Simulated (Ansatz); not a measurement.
# CH3F3SSi: up Jacob's ladder to CCSD(T)

An exercise on one series of results from a longer session: the logs are not shown, and one member is left open.

The runs use Ansatz 0.2.0, Gaussian basis; functionals in def2-TZVPP, the program's frozen cores in correlated methods.

The runs, in order: LDA (SPW92), PBE-D4, revPBE-D4, BLYP-D4, r2SCAN-D4, B97M-V, PBE0-D4, B3LYP-D4, r2SCANh-D4, r2SCAN0-D4, HSE06-D4, BHLYP-D4, CAM-B3LYP-D4, LC-ωPBE, ωB97X-V, ωB97M-V, B2PLYP, PBE-QIDH; CCSD(T)/def2-SVP; CCSD(T)/def2-TZVPP; MP2/def2-QZVPP; extrapolation to the limit; RPA on PBE.

## The relaxed structure

All runs share one geometry, relaxed beforehand with PBE0-D4 in a triple-zeta def2 set.

SMILES `CS[Si](F)(F)F`, 9 atoms, charge 0, spin multiplicity 1.

Atoms are counted from 1 here; the program's logs count them from 0.

Bond lengths: C1–S2 1.824 Å, C1–H7 1.089 Å, C1–H8 1.089 Å, C1–H9 1.089 Å, S2–Si3 2.080 Å, Si3–F4 1.577 Å, Si3–F5 1.572 Å, Si3–F6 1.577 Å. Angles: S2–C1–H7 105.8°, S2–C1–H8 111.0°, S2–C1–H9 111.0°, H7–C1–H8 109.1°, H7–C1–H9 109.1°, H8–C1–H9 110.6°, C1–S2–Si3 98.2°, S2–Si3–F4 112.8°, S2–Si3–F5 109.0°, S2–Si3–F6 112.8°, F4–Si3–F5 108.4°, F4–Si3–F6 105.3°, F5–Si3–F6 108.4°.

The first run:

Input file in.yaml:

```yaml
crystal:
  periodic: [false, false, false]
  atoms:
    - {symbol: C, position_ang: [-0.095859, -1.217996, 0.908989]}
    - {symbol: S, position_ang: [1.288349, -0.400151, 0.047832]}
    - {symbol: Si, position_ang: [0.208706, 1.123045, -0.868284]}
    - {symbol: F, position_ang: [-0.914785, 0.580411, -1.833556]}
    - {symbol: F, position_ang: [1.194780, 2.015836, -1.706551]}
    - {symbol: F, position_ang: [-0.542286, 2.046595, 0.166870]}
    - {symbol: H, position_ang: [0.343327, -2.056466, 1.447216]}
    - {symbol: H, position_ang: [-0.828999, -1.594908, 0.198124]}
    - {symbol: H, position_ang: [-0.564833, -0.542567, 1.622259]}
basis:
  gaussian: {orbitals: def2-TZVPP}
hamiltonian: {xc: lda}
output: {orbitals: {seedname: orbitals}}
```

Run with:

```sh
> ansatz run in.yaml --threads 4 --pin off --events-out ev --progress --plain --max-ram 10444MiB
```

Steps of the session up to this table: LDA; PBE-D4 (GGA); revPBE-D4 (GGA); BLYP-D4 (GGA); r2SCAN-D4 (meta-GGA); B97M-V (meta-GGA); B3LYP-D4 (hybrid); r2SCANh-D4 (hybrid); r2SCAN0-D4 (hybrid); HSE06-D4 (hybrid); BHLYP-D4 (hybrid); CAM-B3LYP-D4 (range-separated); LC-ωPBE (range-separated); ωB97X-V (range-separated); ωB97M-V (range-separated); B2PLYP (double hybrid); PBE-QIDH (double hybrid).

One table of the session follows, with a row left open; its other results are not shown here.

It belongs to the step «Frontier levels by functional». 

```
  functional  HOMO (eV)  gap (eV)
 LDA (SPW92)      -6.68      5.28
      PBE-D4      -6.54      5.38
   revPBE-D4      -6.49      5.42
     BLYP-D4      -6.38      5.33
   r2SCAN-D4          ?         ?
      B97M-V      -6.92      6.00
     PBE0-D4      -7.84      7.62
    B3LYP-D4      -7.58      7.11
  r2SCANh-D4      -7.30      6.79
  r2SCAN0-D4      -8.01      8.01
    HSE06-D4      -7.43      6.84
    BHLYP-D4      -8.97      9.70
CAM-B3LYP-D4      -9.18     10.02
     LC-ωPBE     -10.59     12.71
     ωB97X-V     -10.22     12.17
     ωB97M-V     -10.04     11.74
```

**Question.** Estimate the row for r2SCAN-D4.

Worked estimate for «HOMO (eV)». Against the share of exact exchange, r2SCANh-D4 (0.1, -7.30), r2SCAN0-D4 (0.25, -8.01) give a slope of -4.73 per unit share; at 0 the line stands at -6.83.

As computed: HOMO (eV): -6.83; gap (eV): 5.97. In «HOMO (eV)» the line misses by 0.00.
